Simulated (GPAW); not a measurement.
# BeCr3 (Pm-3m) in GPAW: notebook

Runs on BeCr3. Level: PBEsol. Tasks: relaxation of cell and atoms.

Everything below comes from runs of GPAW 26.7.0. Logs are shortened: lines on timing, memory, paths and dates and some standing lists are left out, and cuts for length are marked. The log counts tension as positive stress, the text compression.

### Step 1. The structure

Symmetry: Pm-3m, No. 221, cubic system. Conventional cell: a = 3.511 Å, b = 3.511 Å, c = 3.511 Å, α = 90.00°, β = 90.00°, γ = 90.00°. Cr (site symmetry 4/mmm) has 8 Cr at 2.48 Å and 4 Be at 2.48 Å as nearest neighbours. Be (site symmetry m-3m) is surrounded by 12 Cr at 2.48 Å.

The cell comes from a database or a generator and needn't be the stable form of this composition.

### Step 2. Relaxation of cell and atoms, PBEsol, collinear spin, ferromagnetic start, target pressure 2 GPa, at which the enthalpy is minimised

The input, run.py:

```python
from ase.filters import FrechetCellFilter
from ase.io import read, write
from ase.optimize import BFGS
from ase.units import GPa
from gpaw import GPAW, PW, setup_paths

setup_paths.insert(0, '.')

atoms = read('BeCr3.xyz')
atoms.set_initial_magnetic_moments([3.0, 3.0, 3.0, 0.0])

calc = GPAW(mode=PW(800),
            xc='PBEsol',
            kpts={'size': (6, 6, 6), 'gamma': True},
            occupations={'name': 'fermi-dirac', 'width': 0.05},
            nbands=25,
            convergence={'density': 1e-05, 'forces': 0.0001},
            maxiter=150,
            txt='gpaw.txt')
atoms.calc = calc
opt = BFGS(FrechetCellFilter(atoms, scalar_pressure=2 * GPa), trajectory='relax.traj', logfile='-')
done = opt.run(fmax=0.02, steps=60)
calc.write('gs.gpw')
write('result.traj', atoms)
print('Converged:', done)
print('Cell:', atoms.cell.cellpar().round(4))
print('Volume:', round(atoms.get_volume(), 4))
print(atoms.get_scaled_positions().round(5))
```

The input, BeCr3.xyz:

```xyz
4
Lattice="3.5112140000 0.0000000000 0.0000000000 0.0000000000 3.5112140000 0.0000000000 0.0000000000 0.0000000000 3.5112140000" Properties=species:S:1:pos:R:3 pbc="T T T"
Cr     1.7556070000      1.7556070000      0.0000000000
Cr     1.7556070000      0.0000000000      1.7556070000
Cr     0.0000000000      1.7556070000      1.7556070000
Be     0.0000000000      0.0000000000      0.0000000000
```

Potentials or basis: PAW data sets generated in the run's folder for this functional, pw.

The run is started by

```console
$ gpaw-setup -f PBEsol Be Cr
$ OMP_NUM_THREADS=1 python run.py
```

gpaw.txt:

```text
__  _  _
 | _ |_)|_||  |
 |__||  | ||/\| - 26.7.0

Input parameters:
  mode=PW(ecut=800.0),
  convergence={'density': 1e-05, 'forces': 0.0001},
  kpts=MonkhorstPack(size=(6, 6, 6), gamma=True),
  maxiter=150,
  nbands=25,
  occupations=Occupations(name='fermi-dirac', width=0.05),
  xc=XC(name='PBEsol')

Diagonalizing LCAO Hamiltonian
Converting LCAO to pw mode
   .--------.
  /|        |
 * |        |
 |Cr        |
 | .-Cr-----.
 |/    Cr  /
 Be-------*

Atoms  # Å, Bohr magnetons
|   | symbol |        x |        y |        z |    initial magnetic moments |
|---|--------|----------|----------|----------|-----------------------------|
| 0 |     Cr | 1.755607 | 1.755607 | 0.000000 | ( 0.0000,  0.0000,  3.0000) |
| 1 |     Cr | 1.755607 | 0.000000 | 1.755607 | ( 0.0000,  0.0000,  3.0000) |
| 2 |     Cr | 0.000000 | 1.755607 | 1.755607 | ( 0.0000,  0.0000,  3.0000) |
| 3 |     Be | 0.000000 | 0.000000 | 0.000000 | ( 0.0000,  0.0000,  0.0000) |

Unit cell  # Å
| periodic |        x |        y |        z |  lengths |    angles |
|----------|----------|----------|----------|----------|-----------|
|      yes | 3.511214 | 0.000000 | 0.000000 | 3.511214 | 90.000000 |
|      yes | 0.000000 | 3.511214 | 0.000000 | 3.511214 | 90.000000 |
|      yes | 0.000000 | 0.000000 | 3.511214 | 3.511214 | 90.000000 |

Number of symmetries: 48
Symmetry operations  # r_c * U_cc + t_c -> r_c
|    | kind |            matrix            |
|----|------|------------------------------|
|  0 |  E   |  1, 0, 0,  0, 1, 0,  0, 0, 1 |
|  1 |  σ   |  1, 0, 0,  0, 1, 0,  0, 0,-1 |
|  2 |  σ   |  1, 0, 0,  0, 0, 1,  0, 1, 0 |
|  3 |  C4  |  1, 0, 0,  0, 0, 1,  0,-1, 0 |
|  4 |  C4  |  1, 0, 0,  0, 0,-1,  0, 1, 0 |
|  5 |  σ   |  1, 0, 0,  0, 0,-1,  0,-1, 0 |
|  6 |  σ   |  1, 0, 0,  0,-1, 0,  0, 0, 1 |
|  7 |  C2  |  1, 0, 0,  0,-1, 0,  0, 0,-1 |
|  8 |  σ   |  0, 1, 0,  1, 0, 0,  0, 0, 1 |
[... 209 lines left out ...]
Total magnetic moment: (0.000000, 0.000000, -0.000002)

Local magnetic moments
|        x |        y |         z |
|----------|----------|-----------|
| 0.000000 | 0.000000 | -0.000001 |  # Cr   0
| 0.000000 | 0.000000 | -0.000001 |  # Cr   1
| 0.000000 | 0.000000 | -0.000001 |  # Cr   2
| 0.000000 | 0.000000 |  0.000000 |  # Be   3

Fermi level: 10.036
Eigenvalues  # (at kpt = [0.000, 0.000, 0.000])
| band index |      eig [eV] | occ [0-1] |      eig [eV] | occ [0-1] |
|------------|---------------|-----------|---------------|-----------|
|          0 |         1.723 |     1.000 |         1.723 |     1.000 |
|          1 |         5.098 |     1.000 |         5.098 |     1.000 |
|          2 |         7.053 |     1.000 |         7.053 |     1.000 |
|          3 |         7.053 |     1.000 |         7.053 |     1.000 |
|          4 |         7.175 |     1.000 |         7.175 |     1.000 |
|          5 |         7.175 |     1.000 |         7.175 |     1.000 |
|          6 |         7.175 |     1.000 |         7.175 |     1.000 |
|          7 |        10.617 |     0.000 |        10.617 |     0.000 |
[... 13 lines left out ...]
Stress tensor  # eV/Ang^3
|        x |        y |        z |
|----------|----------|----------|
| 0.051233 | 0.000000 | 0.000000 |
| 0.000000 | 0.051233 | 0.000000 |
| 0.000000 | 0.000000 | 0.051233 |

Forces  # eV/Ang
|        x |        y |       z |
|----------|----------|---------|
| -0.00000 |  0.00000 | 0.00000 |  # Cr   0
|  0.00000 |  0.00000 | 0.00000 |  # Cr   1
| -0.00000 |  0.00000 | 0.00000 |  # Cr   2
| -0.00000 | -0.00000 | 0.00000 |  # Be   3

Interpolating wave functions to new cell

        Cr
            Cr
             Cr
       Be

Atoms  # Å, Bohr magnetons
|   | symbol |         x |         y |        z |    initial magnetic moments |
|---|--------|-----------|-----------|----------|-----------------------------|
| 0 |     Cr |  1.751289 |  1.751289 | 0.000000 | ( 0.0000,  0.0000, -0.0000) |
| 1 |     Cr |  1.751289 | -0.000000 | 1.751289 | ( 0.0000,  0.0000, -0.0000) |
| 2 |     Cr | -0.000000 |  1.751289 | 1.751289 | ( 0.0000,  0.0000, -0.0000) |
[... 201 lines left out ...]
|iter:   4| |  -33.789281c| -5.03 | -3.03 |      |  -0.0000|
|iter:   5| |  -33.789346c| -4.90 | -3.26 |      |  +0.0000|
|iter:   6| |  -33.789353c| -5.99 | -3.78 |      |  +0.0000|
|iter:   7| |  -33.789353c| -6.89 | -4.63 |      |  +0.0000|
|iter:   8| |  -33.789354c| -7.54c| -4.98 |      |  +0.0000|
|iter:   9| |  -33.789354c| -7.73c| -5.72c|      |  +0.0000|
|iter:  10| |  -33.789354c| -8.23c| -6.22c|-29.77c|  +0.0000|

Converged in 10 steps
Energy contributions relative to reference atoms: (reference = -86054.898870)
[... 15 lines left out ...]
Total magnetic moment: (0.000000, 0.000000, 0.000000)

Local magnetic moments
|        x |        y |         z |
|----------|----------|-----------|
| 0.000000 | 0.000000 | -0.000000 |  # Cr   0
| 0.000000 | 0.000000 | -0.000000 |  # Cr   1
| 0.000000 | 0.000000 | -0.000000 |  # Cr   2
| 0.000000 | 0.000000 |  0.000000 |  # Be   3

Fermi level: 10.134
Eigenvalues  # (at kpt = [0.000, 0.000, 0.000])
| band index |      eig [eV] | occ [0-1] |      eig [eV] | occ [0-1] |
|------------|---------------|-----------|---------------|-----------|
|          0 |         1.790 |     1.000 |         1.790 |     1.000 |
|          1 |         5.150 |     1.000 |         5.150 |     1.000 |
|          2 |         7.123 |     1.000 |         7.123 |     1.000 |
|          3 |         7.123 |     1.000 |         7.123 |     1.000 |
|          4 |         7.243 |     1.000 |         7.243 |     1.000 |
|          5 |         7.243 |     1.000 |         7.243 |     1.000 |
|          6 |         7.243 |     1.000 |         7.243 |     1.000 |
|          7 |        10.721 |     0.000 |        10.721 |     0.000 |
[... 13 lines left out ...]
Stress tensor  # eV/Ang^3
|        x |        y |        z |
|----------|----------|----------|
| 0.041883 | 0.000000 | 0.000000 |
| 0.000000 | 0.041883 | 0.000000 |
| 0.000000 | 0.000000 | 0.041883 |

Forces  # eV/Ang
|       x |       y |       z |
|---------|---------|---------|
| 0.00000 | 0.00000 | 0.00000 |  # Cr   0
| 0.00000 | 0.00000 | 0.00000 |  # Cr   1
| 0.00000 | 0.00000 | 0.00000 |  # Cr   2
| 0.00000 | 0.00000 | 0.00000 |  # Be   3

Interpolating wave functions to new cell

        Cr
            Cr
             Cr
       Be

Atoms  # Å, Bohr magnetons
|   | symbol |         x |         y |         z |    initial magnetic moments |
|---|--------|-----------|-----------|-----------|-----------------------------|
| 0 |     Cr |  1.727581 |  1.727581 |  0.000000 | ( 0.0000,  0.0000, -0.0000) |
| 1 |     Cr |  1.727581 | -0.000000 |  1.727581 | ( 0.0000,  0.0000, -0.0000) |
| 2 |     Cr | -0.000000 |  1.727581 |  1.727581 | ( 0.0000,  0.0000, -0.0000) |
| 3 |     Be | -0.000000 | -0.000000 | -0.000000 | ( 0.0000,  0.0000,  0.0000) |

Unit cell  # Å
| periodic |         x |         y |        z |  lengths |    angles |
|----------|-----------|-----------|----------|----------|-----------|
|      yes |  3.455161 | -0.000000 | 0.000000 | 3.455161 | 90.000000 |
|      yes | -0.000000 |  3.455161 | 0.000000 | 3.455161 | 90.000000 |
|      yes |  0.000000 | -0.000000 | 3.455161 | 3.455161 | 90.000000 |

Number of symmetries: 48
Symmetry operations  # r_c * U_cc + t_c -> r_c
|    | kind |            matrix            |
|----|------|------------------------------|
|  0 |  E   |  1, 0, 0,  0, 1, 0,  0, 0, 1 |
|  1 |  σ   |  1, 0, 0,  0, 1, 0,  0, 0,-1 |
|  2 |  σ   |  1, 0, 0,  0, 0, 1,  0, 1, 0 |
|  3 |  C4  |  1, 0, 0,  0, 0, 1,  0,-1, 0 |
|  4 |  C4  |  1, 0, 0,  0, 0,-1,  0, 1, 0 |
|  5 |  σ   |  1, 0, 0,  0, 0,-1,  0,-1, 0 |
|  6 |  σ   |  1, 0, 0,  0,-1, 0,  0, 0, 1 |
|  7 |  C2  |  1, 0, 0,  0,-1, 0,  0, 0,-1 |
|  8 |  σ   |  0, 1, 0,  1, 0, 0,  0, 0, 1 |
[... 173 lines left out ...]
SCF iterations
|iter     | |      energy | eigst |  dens |force |  magmom |
|---------|-|-------------|-------|-------|------|---------|
|iter:   1| |  -33.898006 | -1.24 |       |      |  +0.0000|
|iter:   2| |  -33.868032 | -2.90 | -1.41 |      |  +0.0000|
|iter:   3| |  -33.806085 | -2.01 | -1.48 |      |  -0.0000|
|iter:   4| |  -33.808223 | -3.54 | -2.31 |      |  -0.0000|
|iter:   5| |  -33.810304c| -3.41 | -2.54 |      |  +0.0000|
|iter:   6| |  -33.810453c| -4.49 | -3.05 |      |  +0.0000|
|iter:   7| |  -33.810457c| -5.39 | -3.92 |      |  +0.0000|
|iter:   8| |  -33.810458c| -6.05 | -4.23 |      |  +0.0000|
|iter:   9| |  -33.810458c| -6.87 | -5.16c|      |  +0.0000|
|iter:  10| |  -33.810458c| -7.47c| -5.69c|      |  +0.0000|
|iter:  11| |  -33.810458c| -7.83c| -5.66c|-28.84c|  +0.0000|

Converged in 11 steps
Energy contributions relative to reference atoms: (reference = -86054.898870)
[... 47 lines left out ...]
No gap
No difference between direct/indirect transitions

Stress tensor  # eV/Ang^3
|         x |         y |         z |
|-----------|-----------|-----------|
| -0.015329 |  0.000000 |  0.000000 |
|  0.000000 | -0.015329 |  0.000000 |
|  0.000000 |  0.000000 | -0.015329 |

Forces  # eV/Ang
|        x |        y |        z |
|----------|----------|----------|
| -0.00000 | -0.00000 | -0.00000 |  # Cr   0
| -0.00000 | -0.00000 |  0.00000 |  # Cr   1
| -0.00000 |  0.00000 |  0.00000 |  # Cr   2
|  0.00000 | -0.00000 |  0.00000 |  # Be   3

Interpolating wave functions to new cell

        Cr
            Cr
             Cr
       Be

Atoms  # Å, Bohr magnetons
|   | symbol |         x |         y |         z |    initial magnetic moments |
|---|--------|-----------|-----------|-----------|-----------------------------|
| 0 |     Cr |  1.728708 |  1.728708 | -0.000000 | ( 0.0000,  0.0000,  0.0000) |
| 1 |     Cr |  1.728708 | -0.000000 |  1.728708 | ( 0.0000,  0.0000,  0.0000) |
| 2 |     Cr | -0.000000 |  1.728708 |  1.728708 | ( 0.0000,  0.0000,  0.0000) |
| 3 |     Be |  0.000000 | -0.000000 | -0.000000 | ( 0.0000,  0.0000,  0.0000) |

Unit cell  # Å
| periodic |         x |         y |         z |  lengths |    angles |
|----------|-----------|-----------|-----------|----------|-----------|
|      yes |  3.457416 | -0.000000 |  0.000000 | 3.457416 | 90.000000 |
|      yes | -0.000000 |  3.457416 | -0.000000 | 3.457416 | 90.000000 |
|      yes |  0.000000 |  0.000000 |  3.457416 | 3.457416 | 90.000000 |

Number of symmetries: 48
Symmetry operations  # r_c * U_cc + t_c -> r_c
|    | kind |            matrix            |
|----|------|------------------------------|
|  0 |  E   |  1, 0, 0,  0, 1, 0,  0, 0, 1 |
|  1 |  σ   |  1, 0, 0,  0, 1, 0,  0, 0,-1 |
|  2 |  σ   |  1, 0, 0,  0, 0, 1,  0, 1, 0 |
|  3 |  C4  |  1, 0, 0,  0, 0, 1,  0,-1, 0 |
|  4 |  C4  |  1, 0, 0,  0, 0,-1,  0, 1, 0 |
|  5 |  σ   |  1, 0, 0,  0, 0,-1,  0,-1, 0 |
|  6 |  σ   |  1, 0, 0,  0,-1, 0,  0, 0, 1 |
|  7 |  C2  |  1, 0, 0,  0,-1, 0,  0, 0,-1 |
|  8 |  σ   |  0, 1, 0,  1, 0, 0,  0, 0, 1 |
[... 234 lines left out ...]
No gap
No difference between direct/indirect transitions

Stress tensor  # eV/Ang^3
|         x |         y |         z |
|-----------|-----------|-----------|
| -0.012362 | -0.000000 |  0.000000 |
| -0.000000 | -0.012362 |  0.000000 |
|  0.000000 |  0.000000 | -0.012362 |

Forces  # eV/Ang
|        x |        y |       z |
|----------|----------|---------|
| -0.00000 | -0.00000 | 0.00000 |  # Cr   0
|  0.00000 | -0.00000 | 0.00000 |  # Cr   1
|  0.00000 | -0.00000 | 0.00000 |  # Cr   2
|  0.00000 | -0.00000 | 0.00000 |  # Be   3

# Writing to gs.gpw (mode='')
```

Wall time 2.6 min (1 thread of Arm Neoverse V2, shared host); peak memory 0.3 GiB.

What came out:

- Free energy: -33.8256 eV
- Relaxed volume: 10.33 Å³/atom
- Relaxed cell: a = 3.457 Å, b = 3.457 Å, c = 3.457 Å, α = 90.00°, β = 90.00°, γ = 90.00°
- Space group after relaxing (to 0.05 Å): Pm-3m (No. 221)
- Energy change on relaxing (the enthalpy is what falls): -9.2 meV/atom
- Ionic steps: 4
- Pressure after relaxing: 2.0 GPa
- Band gap on the k mesh: none (metal or under the smearing width)
- Net moment: 0.00 μB per cell

Step by step:
| step | energy change (eV) | largest force (eV/Å) | pressure (GPa) | volume (Å³) |
| --- | --- | --- | --- | --- |
| 1 | 0.0000 | 0.0000 | -8.21 | 43.29 |
| 2 | -0.0143 | 0.0000 | -6.71 | 42.97 |
| 3 | -0.0354 | 0.0000 | 2.46 | 41.25 |
| 4 | -0.0367 | 0.0000 | 1.98 | 41.33 |

Final structure:
```
Cr Be
1.0
     3.45742    0.00000    0.00000
     0.00000    3.45742    0.00000
     0.00000    0.00000    3.45742
Cr Be
3 1
Direct
  0.50000 0.50000 0.00000
  0.50000 0.00000 0.50000
  0.00000 0.50000 0.50000
  0.00000 0.00000 0.00000
```

Levels at points of the mesh, in eV from the Fermi level:
Spin up:
| k point | band 7 | band 8 | band 9 | band 10 | band 11 | band 12 | band 13 | band 14 |
| --- | --- | --- | --- | --- | --- | --- | --- | --- |
| (0.00, 0.00, 0.00) | -3.05 | 0.62 | 0.62 | 0.62 | 1.86 | 1.86 | 1.91 | 1.91 |
| (0.50, 0.00, 0.00) | -1.49 | -0.76 | -0.76 | -0.15 | -0.12 | 0.40 | 0.77 | 0.77 |
| (0.50, 0.50, 0.00) | -1.79 | -1.79 | -0.60 | -0.60 | 0.31 | 0.31 | 0.40 | 1.26 |
| (0.50, 0.50, 0.50) | -0.95 | -0.86 | -0.86 | -0.86 | 0.47 | 0.47 | 0.47 | 1.22 |
Spin down:
```csv
k point,band 6,band 7,band 8,band 9,band 10,band 11,band 12,band 13,band 14,band 15
"(0.00, 0.00, 0.00)",-3.05,-3.05,0.62,0.62,0.62,1.86,1.86,1.91,1.91,1.91
"(0.50, 0.00, 0.00)",-2.52,-1.49,-0.76,-0.76,-0.15,-0.12,0.40,0.77,0.77,1.14
"(0.50, 0.50, 0.00)",-1.89,-1.79,-1.79,-0.60,-0.60,0.31,0.31,0.40,1.26,1.34
"(0.50, 0.50, 0.50)",-0.95,-0.95,-0.86,-0.86,-0.86,0.47,0.47,0.47,1.22,1.23
```

Caveat: each step starts from the last one's moments, so a moment once lost doesn't come back; the starting moments collapsed, and a magnetic state may lie lower; later steps reuse the first step's grids.

### Step 3. Relaxation of cell and atoms, PBEsol, collinear spin, ferromagnetic start, target pressure 5 GPa, at which the enthalpy is minimised

run.py: that of step 2 with these lines changed.

```diff
@@ -1,3 +1,4 @@
+from ase import Atoms
 from ase.filters import FrechetCellFilter
-from ase.io import read, write
+from ase.io import write
 from ase.optimize import BFGS
@@ -8,3 +9,11 @@
 
-atoms = read('BeCr3.xyz')
+atoms = Atoms(['Cr', 'Cr', 'Cr', 'Be'],
+              cell=[[3.511214, 0.0, 0.0],
+                    [0.0, 3.511214, 0.0],
+                    [0.0, 0.0, 3.511214]],
+              scaled_positions=[[0.5, 0.5, 0.0],
+                                [0.5, 0.0, 0.5],
+                                [0.0, 0.5, 0.5],
+                                [0.0, 0.0, 0.0]],
+              pbc=True)
 atoms.set_initial_magnetic_moments([3.0, 3.0, 3.0, 0.0])
@@ -20,3 +29,3 @@
 atoms.calc = calc
-opt = BFGS(FrechetCellFilter(atoms, scalar_pressure=2 * GPa), trajectory='relax.traj', logfile='-')
+opt = BFGS(FrechetCellFilter(atoms, scalar_pressure=5 * GPa), trajectory='relax.traj', logfile='-')
 done = opt.run(fmax=0.02, steps=60)
```

Potentials or basis: PAW data sets generated in the run's folder for this functional, pw.

The run is started by

```console
$ gpaw-setup -f PBEsol Be Cr
$ OMP_NUM_THREADS=1 python run.py
```

Wall time 2.7 min (1 thread of Arm Neoverse V2, shared host); peak memory 0.26 GiB.

Results (log left out):

| Quantity | Value |
| --- | --- |
| Free energy | -33.8139 eV |
| Relaxed volume | 10.21 Å³/atom |
| Relaxed cell | a = 3.444 Å, b = 3.444 Å, c = 3.444 Å, α = 90.00°, β = 90.00°, γ = 90.00° |
| Space group after relaxing (to 0.05 Å) | Pm-3m (No. 221) |
| Energy change on relaxing (the enthalpy is what falls) | -6.3 meV/atom |
| Ionic steps | 4 |
| Pressure after relaxing | 5.0 GPa |
| Band gap on the k mesh | none (metal or under the smearing width) |
| Net moment | 0.00 μB per cell |

The path:
```
step  energy change (eV)  largest force (eV/Å)  pressure (GPa)  volume (Å³)
   1              0.0000                0.0000           -8.21        43.29
   2             -0.0179                0.0000           -6.26        42.88
   3             -0.0205                0.0000            5.76        40.71
   4             -0.0250                0.0000            4.96        40.83
```

Final structure:
```
Cr Be
1.0
     3.44356    0.00000    0.00000
     0.00000    3.44356    0.00000
     0.00000    0.00000    3.44356
Cr Be
3 1
Direct
  0.50000 0.50000 0.00000
  0.50000 0.00000 0.50000
  0.00000 0.50000 0.50000
  0.00000 0.00000 0.00000
```

Levels at points of the mesh, in eV from the Fermi level:
Spin up:
| k point | band 7 | band 8 | band 9 | band 10 | band 11 | band 12 | band 13 | band 14 |
| --- | --- | --- | --- | --- | --- | --- | --- | --- |
| (0.00, 0.00, 0.00) | -3.10 | 0.63 | 0.63 | 0.63 | 1.89 | 1.89 | 1.93 | 1.93 |
| (0.50, 0.00, 0.00) | -1.52 | -0.76 | -0.76 | -0.15 | -0.12 | 0.40 | 0.79 | 0.79 |
| (0.50, 0.50, 0.00) | -1.82 | -1.82 | -0.61 | -0.61 | 0.32 | 0.32 | 0.41 | 1.28 |
| (0.50, 0.50, 0.50) | -0.95 | -0.87 | -0.87 | -0.87 | 0.47 | 0.47 | 0.47 | 1.25 |
Spin down:
```
           k point  band 6  band 7  band 8  band 9  band 10  band 11  band 12  band 13  band 14  band 15
(0.00, 0.00, 0.00)   -3.10   -3.10    0.63    0.63     0.63     1.89     1.89     1.93     1.93     1.93
(0.50, 0.00, 0.00)   -2.56   -1.52   -0.76   -0.76    -0.15    -0.12     0.40     0.79     0.79     1.16
(0.50, 0.50, 0.00)   -1.91   -1.82   -1.82   -0.61    -0.61     0.32     0.32     0.41     1.28     1.37
(0.50, 0.50, 0.50)   -0.95   -0.95   -0.87   -0.87    -0.87     0.47     0.47     0.47     1.25     1.25
```

Caveat: each step starts from the last one's moments, so a moment once lost doesn't come back; the starting moments collapsed, and a magnetic state may lie lower; later steps reuse the first step's grids.

[end of part 1 of 2]
